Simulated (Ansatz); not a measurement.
Run this with Ansatz 0.2.0, Python API and show what comes out.

Script `hull_k3rb.py`:
```python
"""Convex hull of a few K-Rb phases, after relaxing atoms and volume at fixed cell shape."""

from collections import Counter
import warnings

import ansatz as az
import numpy as np

XC = "pbesol"
TOLERANCE = 1e-05
KSPACING = 0.3
FILLING = "cold"
SIGMA = 0.1

PHASES = {
    "K3Rb Fm-3m": (
        [(0.0, 5.452105, 5.452105), (5.452105, 0.0, 5.452105), (5.452105, 5.452105, 0.0)],
        [
            ("K", (0.25, 0.25, 0.25)),
            ("K", (0.75, 0.75, 0.75)),
            ("K", (0.5, 0.5, 0.5)),
            ("Rb", (0.0, 0.0, 0.0)),
        ],
    ),
    "KRb3 Pm-3m": (
        [(7.141485, 0.0, 0.0), (0.0, 7.141485, 0.0), (0.0, 0.0, 7.141485)],
        [
            ("K", (0.0, 0.0, 0.0)),
            ("Rb", (0.0, 0.5, 0.5)),
            ("Rb", (0.5, 0.0, 0.5)),
            ("Rb", (0.5, 0.5, 0.0)),
        ],
    ),
    "K": (
        [(-2.6125, 2.6125, 2.6125), (2.6125, -2.6125, 2.6125), (2.6125, 2.6125, -2.6125)],
        [
            ("K", (0.0, 0.0, 0.0)),
        ],
    ),
    "Rb": (
        [(-2.8025, 2.8025, 2.8025), (2.8025, -2.8025, 2.8025), (2.8025, 2.8025, -2.8025)],
        [
            ("Rb", (0.0, 0.0, 0.0)),
        ],
    ),
}


def build(vectors, sites):
    crystal = az.Crystal(lattice=az.Lattice.of(vectors))
    for symbol, position in sites:
        crystal = crystal.atom(symbol, position)
    return crystal


def ground_state(name, crystal):
    calc = (
        crystal.calculation()
        .accuracy("low")
        .functional(XC)
        .scf(tolerance=TOLERANCE, lower_state_search="off")
        .pseudopotentials("nc")
        .kpoints(spacing=KSPACING)
        .occupations(FILLING, width=SIGMA)
    )
    calc = calc.relax(force_tolerance=0.02, max_steps=60, fix_cell=["shape"])
    return calc.run(threads=1)


def counts(outcome):
    return Counter(site.symbol for site in outcome.lattice.sites)

def formation_energy(outcome, mu):
    n = counts(outcome)
    return (outcome.report["energy_sigma0_ev"] - sum(k * mu[element] for element, k in n.items())) / sum(n.values())


def main() -> None:
    warnings.simplefilter("ignore")

    phases = {name: build(*cell) for name, cell in PHASES.items()}

    done = {}
    for name, crystal in phases.items():
        done[name] = ground_state(name, crystal)
        print(f"{name}: {done[name].report['energy_sigma0_ev']:.4f} eV, {len(done[name].lattice.sites)} atoms")

    # chemical potentials of the elements at zero temperature
    references = {"K": "K", "Rb": "Rb"}
    mu = {element: done[name].report["energy_sigma0_ev"] / len(done[name].lattice.sites) for element, name in references.items()}
    points = sorted((counts(o)["Rb"] / len(o.lattice.sites), formation_energy(o, mu), name) for name, o in done.items())

    # walk in x and drop points that lie above the chord
    hull = []
    for x, e, _ in points:
        while len(hull) > 1 and (hull[-1][0] - hull[-2][0]) * (e - hull[-2][1]) - (hull[-1][1] - hull[-2][1]) * (x - hull[-2][0]) <= 0:
            hull.pop()
        hull.append((x, e))
    rows = [(name, x, e, e - np.interp(x, *zip(*hull))) for x, e, name in points]
    print("     phase       x(Rb)  E_form (eV/atom)  above hull (eV/atom)")
    for row in rows:
        print(f"{str(row[0]):>10}  {row[1]:10.3f}  {row[2]:16.4f}  {row[3]:20.4f}")
    print("on the hull of these phases:", ", ".join(row[0] for row in rows if row[3] < 1e-6))


if __name__ == "__main__":
    main()
```

```console
$ python hull_k3rb.py
K3Rb Fm-3m: -3184.6608 eV, 4 atoms
KRb3 Pm-3m: -3023.8488 eV, 4 atoms
K: -816.2331 eV, 1 atoms
Rb: -735.8914 eV, 1 atoms
     phase       x(Rb)  E_form (eV/atom)  above hull (eV/atom)
         K       0.000            0.0000                0.0000
K3Rb Fm-3m       0.250           -0.0175                0.0000
KRb3 Pm-3m       0.750            0.0146                0.0205
        Rb       1.000            0.0000                0.0000
on the hull of these phases: K, K3Rb Fm-3m, Rb
```

Notes:
- The settings weren't tested for convergence.
- For the metals among these phases the mesh is modest: differences between phases can be off by up to 40 meV an atom.
- The program warned that this SCF threshold is loose for forces or stresses.
- Atoms and volume are relaxed with the cell's shape held, which in cells of lower than cubic symmetry can hide stresses and shift volumes.
- The cells come from databases of deposited and of computed structures, and not all need be stable phases.
- Differences under about 40 meV an atom lie within the error of mesh and functional, so such verdicts may flip; only the cells listed enter the hull.
- The script silences warnings, which a real study should read.
- It ran for 49 s on 1 thread of Intel(R) Xeon(R) 6975P-C (Granite Rapids) (shared host), peak memory 0.96 GiB.
